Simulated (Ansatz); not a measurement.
**HfRu: strong compression**

The task here is to estimate one member of a computed series from the others.

Program: Ansatz 0.2.0. Level of theory: DFT, PBEsol, PAW with Ansatz's default frozen-core files, scalar-relativistic. These are calculated values, not measurements.

## The starting structure

It takes space group Pm-3m (No. 221, cubic). Conventional cell: a = 3.233 Å, b = 3.233 Å, c = 3.233 Å, α = 90.00°, β = 90.00°, γ = 90.00°. Hf (site symmetry m-3m) has 8 Ru at 2.80 Å as nearest neighbours. Ru (site symmetry m-3m) is surrounded by 8 Hf at 2.80 Å.

Structure file:

```
CELL_PARAMETERS angstrom
3.23300 0.00000 0.00000
0.00000 3.23300 0.00000
0.00000 0.00000 3.23300
ATOMIC_POSITIONS crystal
Hf 0.00000 0.00000 0.00000
Ru 0.50000 0.50000 0.50000
```

Whether this phase is the stable one at these pressures isn't tested.

Atoms are numbered in the order of the input: Hf1, Ru2.

The first run:

Contents of input.yaml:

```yaml
crystal:
  lattice:
    - [3.233, 0.0, 0.0]
    - [0.0, 3.233, 0.0]
    - [0.0, 0.0, 3.233]
  atoms:
    - { symbol: Hf, position: [0.0, 0.0, 0.0] }
    - { symbol: Ru, position: [0.5, 0.5, 0.5] }
kpoints:
  mp_grid: { grid: [11, 11, 11] }
scf:
  occupations: { method: fermi_dirac, width: 0.05 }
hamiltonian:
  xc: pbesol
  pseudopotentials: { kind: paw }
output:
  forces: true
  stress: true
relax:
  f_tol: 0.01
  max_steps: 30
```

Launch:

```sh
ansatz run input.yaml --threads 1 --pin off --max-ram 2048MiB --backend cpu --events-out ev --progress --plain --runs-dir out
```

Among the steps run: Atoms relaxed at the given volume, PAW; Volume scaled by 1, PAW; Atoms relaxed at 0.75 of the volume, PAW; Volume scaled by 0.75, PAW; Atoms relaxed at 0.45 of the volume, PAW; Volume scaled by 0.45, PAW; Atoms relaxed at 0.4 of the volume, PAW; Volume scaled by 0.4, PAW.

One table of the session follows, with a row left open; its other results are not shown here.

| method | volume over the first | volume (Å³/atom) | pressure (GPa) |
| --- | --- | --- | --- |
| PAW | 1 | ? | ? |
| PAW | 0.75 | 12.672 | 97.16 |
| PAW | 0.45 | 7.603 | 804.42 |
| PAW | 0.4 | 6.758 | 1174.52 |

**Question.** Estimate the row for PAW, 1.

The run gave: volume (Å³/atom): 16.896; pressure (GPa): -4.42. In the column «volume (Å³/atom)» it is the highest.

Caveats from the session: Warnings in the runs' records: stress scf threshold loose.
